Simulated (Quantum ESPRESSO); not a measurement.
HfIn4SiO6:

```
Hf In Si O
1.0
     5.27743    0.00000    0.00000
    -2.63872    4.57039    0.00000
     0.00000    0.00000   10.55905
Hf In Si O
1 4 1 6
Cartesian
  2.6387 1.5234 0.0000
  0.0000 0.0000 3.2148
  0.0000 0.0000 7.3442
  0.0000 3.0469 8.3331
  0.0000 3.0469 2.2260
  0.0000 0.0000 0.0000
  3.2747 3.2219 9.5002
  1.4858 0.1234 1.0589
  0.8498 1.2250 9.5002
  2.0027 3.2219 1.0589
  3.7916 0.1234 9.5002
  4.4277 1.2250 1.0589
```

The cell was built by a generator and needn't be a form met in nature.

Base run:

```yaml
Program: Quantum ESPRESSO 7.5
Functional: LDA
Potentials_or_basis: SG15 PBE 1.2
Cutoff: 1197 eV
Density_cutoff: 4789 eV
k_mesh: 4 × 4 × 2
Occupations: fermi-dirac, width 0.05 eV
Spin: no spin polarisation
```

Its results: band gap on the k mesh 0.32 eV, indirect (least direct gap 1.58 eV); pressure -4.8 GPa; largest force 0.490 eV/Å.

Q: The run is repeated on the same cell with these changes: functional from LDA to PBE. What comes out?

A: Band gap on the k mesh 0.34 eV, indirect (least direct gap 1.69 eV); pressure 0.2 GPa; largest force 0.049 eV/Å.

PBE binds less tightly than LDA, so the same cell stands under more pressure.

Caveats: spin-orbit coupling is left out, which moves the levels of the heavy elements; the mesh misses the band edges, which the band path finds closer together; the potentials were made for another functional, which shifts forces and pressure (some runs).

Not every run made on this cell is shown here.
